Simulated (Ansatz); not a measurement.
# Rh (Rhodium): the cost of one run

Program: Ansatz 0.2.0. Level of theory: DFT PBE, scalar-relativistic, plane waves, PAW. These are calculated values, not measurements.

The COD entry's cell or inner coordinates are ideal or old and differ from later refinements, so a difference from it is no clean test against experiment.

2 further runs of the same task are left out: 2 set aside as unsound or not needed.

**1. The structure to begin with**

It takes space group Fm-3m (No. 225, cubic). The conventional cell has a = 3.830 Å, b = 3.830 Å, c = 3.830 Å, α = 90.00°, β = 90.00°, γ = 90.00°. Rh (site symmetry m-3m) is surrounded by 12 Rh at 2.71 Å.

As a file:

```xyz
1
Lattice="0.0000 1.9150 1.9150 1.9150 0.0000 1.9150 1.9150 1.9150 0.0000" Properties=species:S:1:pos:R:3 pbc="T T T"
Rh    0.0000    0.0000    0.0000
```

This cell was relaxed beforehand with the same method: volume 14.05 Å³/atom, gap on the mesh none (metal).

**2. The bulk in the cell of the plane**

input.yaml

```yaml
crystal:
  lattice:
    - [2.7082034589, 0.0, 0.0]
    - [0.0, 2.7082034589, 0.0]
    - [1.3541017294, 1.3541017294, 1.9149890306]
  atoms:
    - { symbol: Rh, position: [0.0, 0.0, 0.0] }
basis:
  ecutwfc: 420
kpoints:
  mp_grid: { grid: [13, 13, 18] }
hamiltonian:
  xc: pbe
scf:
  occupations: { method: gaussian, width: 0.1 }
output:
  forces: true
  stress: true
  eigenvalues: true
```

Run with:

```
ansatz run input.yaml --threads 1 --pin off --max-ram 2560MiB --backend cpu --events-out ev --progress --plain --runs-dir out
```

**Question.** How long does this run take on 1 thread of Arm Neoverse V1, shared host, and how much memory does it need?

About 8.2 s, with a peak of 0.41 GiB.
